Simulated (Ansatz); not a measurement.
# SeF₆: one species, many methods

Aim: compute SeF₆ with functionals from several rungs and with coupled cluster. The yardstick is the atomisation energy at the CCSD(T) limit.

The runs use Ansatz 0.2.0, Gaussian basis; functionals in def2-TZVPP, the program's frozen cores in correlated methods.

The runs, in order: LDA (SPW92), PBE-D4, revPBE-D4, BLYP-D4, r2SCAN-D4, B97M-V, PBE0-D4, B3LYP-D4, r2SCANh-D4, r2SCAN0-D4, HSE06-D4, BHLYP-D4, CAM-B3LYP-D4, LC-ωPBE, ωB97X-V, ωB97M-V, B2PLYP, PBE-QIDH; CCSD(T)/def2-SVP; CCSD(T)/def2-TZVPP; MP2/def2-QZVPP; extrapolation to the limit; RPA on PBE.

## Step 1: The relaxed structure

An earlier PBE0-D4 in a triple-zeta def2 set relaxation fixed the geometry.

SMILES `F[Se](F)(F)(F)(F)F`, 7 atoms, charge 0, spin multiplicity 1.

Atoms are counted from 1 here; the program's logs count them from 0.

Bond lengths: F1–Se2 1.689 Å, Se2–F3 1.689 Å, Se2–F4 1.689 Å, Se2–F5 1.689 Å, Se2–F6 1.689 Å, Se2–F7 1.689 Å. Angles: F1–Se2–F3 90.0°, F1–Se2–F4 90.0°, F1–Se2–F5 90.0°, F1–Se2–F6 180.0°, F1–Se2–F7 90.0°, F3–Se2–F4 90.0°, F3–Se2–F5 180.0°, F3–Se2–F6 90.0°, F3–Se2–F7 90.0°, F4–Se2–F5 90.0°, F4–Se2–F6 90.0°, F4–Se2–F7 180.0°, F5–Se2–F6 90.0°, F5–Se2–F7 90.0°, F6–Se2–F7 90.0°.

Geometry (Å):

```
F    -0.4966   -1.5877   -0.2913
Se    0.0000    0.0000    0.0000
F     1.3932   -0.5755    0.7615
F    -0.8152   -0.0163    1.4790
F    -1.3932    0.5755   -0.7615
F     0.4966    1.5877    0.2913
F     0.8152    0.0163   -1.4790
```

## Step 2: LDA

This LDA is Slater exchange with PW92 correlation.

File in.yaml:

```yaml
crystal:
  periodic: [false, false, false]
  atoms:
    - {symbol: F, position_ang: [-0.496639, -1.587683, -0.291277]}
    - {symbol: Se, position_ang: [0.000002, -0.000001, 0.000001]}
    - {symbol: F, position_ang: [1.393225, -0.575518, 0.761537]}
    - {symbol: F, position_ang: [-0.815157, -0.016346, 1.479014]}
    - {symbol: F, position_ang: [-1.393232, 0.575519, -0.761514]}
    - {symbol: F, position_ang: [0.496642, 1.587685, 0.291256]}
    - {symbol: F, position_ang: [0.815167, 0.016335, -1.479007]}
basis:
  gaussian: {orbitals: def2-TZVPP}
hamiltonian: {xc: lda}
output: {orbitals: {seedname: orbitals}}
```

Started as:

```
> ansatz run in.yaml --threads 2 --pin off --events-out ev --progress --plain --max-ram 20480MiB --backend cpu
```

After this run come: PBE-D4 (GGA); revPBE-D4 (GGA); BLYP-D4 (GGA); r2SCAN-D4 (meta-GGA); B97M-V (meta-GGA); B3LYP-D4 (hybrid); r2SCANh-D4 (hybrid); r2SCAN0-D4 (hybrid); HSE06-D4 (hybrid); BHLYP-D4 (hybrid); CAM-B3LYP-D4 (range-separated); LC-ωPBE (range-separated); ωB97X-V (range-separated); ωB97M-V (range-separated); B2PLYP (double hybrid); PBE-QIDH (double hybrid); CCSD(T) in def2-SVP; CCSD(T) in def2-TZVPP; MP2 in def2-QZVPP; RPA on PBE orbitals.

Before running them: what should the planned runs give, taken together? Wanted: atomisation energy, CCSD(T)/CBS; farthest beyond LDA; mean size of error, GGA; mean size of error, meta-GGA; mean size of error, hybrid; mean size of error, range-separated; mean size of error, double hybrid; gap, smallest and largest; T1 diagnostic.

As calculated:

| quantity | value |
| --- | --- |
| atomisation energy, CCSD(T)/CBS | 1901.0 kJ/mol |
| functionals within 19.0 kJ/mol (1.0 %) | r2SCANh-D4, CAM-B3LYP-D4, LC-ωPBE, ωB97X-V, ωB97M-V |
| farthest beyond LDA | BHLYP-D4 (-267.9 kJ/mol) |
| mean size of error, GGA | 64.3 kJ/mol |
| mean size of error, meta-GGA | 48.2 kJ/mol |
| mean size of error, hybrid | 83.9 kJ/mol |
| mean size of error, range-separated | 7.8 kJ/mol |
| mean size of error, double hybrid | 53.3 kJ/mol |
| gap, smallest and largest | 5.76 eV (LDA (SPW92)), 14.64 eV (LC-ωPBE) |
| T1 diagnostic | 0.0117 |
| triples share of the correlation energy | 3.1 % |

What this shows: The LDA atomisation energy is off by 666.8 kJ/mol (35 %): it overbinds. PBE-D4 misses by +148.2 kJ/mol. Double hybrids carry the basis error of their MP2 part in triple zeta, and no dispersion term here, so their miss is partly the set-up's. By mean error the best rung here is range-separated (7.8 kJ/mol) and the worst beyond LDA is hybrid (83.9 kJ/mol). The mean of the hybrids holds BHLYP, with half exact exchange. RPA and LDA stand outside this count. Misses under about 19.0 kJ/mol are within the doubt on the reference itself, which lacks core-valence correlation, relativity and higher excitations, and its outer-core shells are covered unevenly. All levels share the lack of spin-orbit coupling, which lowers the free heavy atoms and so the true binding. Hartree-Fock recovers 47 % of the binding; the rest is correlation. CCSD(T) in def2-SVP is off by -299.5 kJ/mol, so the small basis spoils what the method gains. The gap grows from 5.8 to 14.6 eV across the functionals, mostly with the share of exact exchange. Correlated methods include outer-core shells of Se, which these sets cover unevenly.
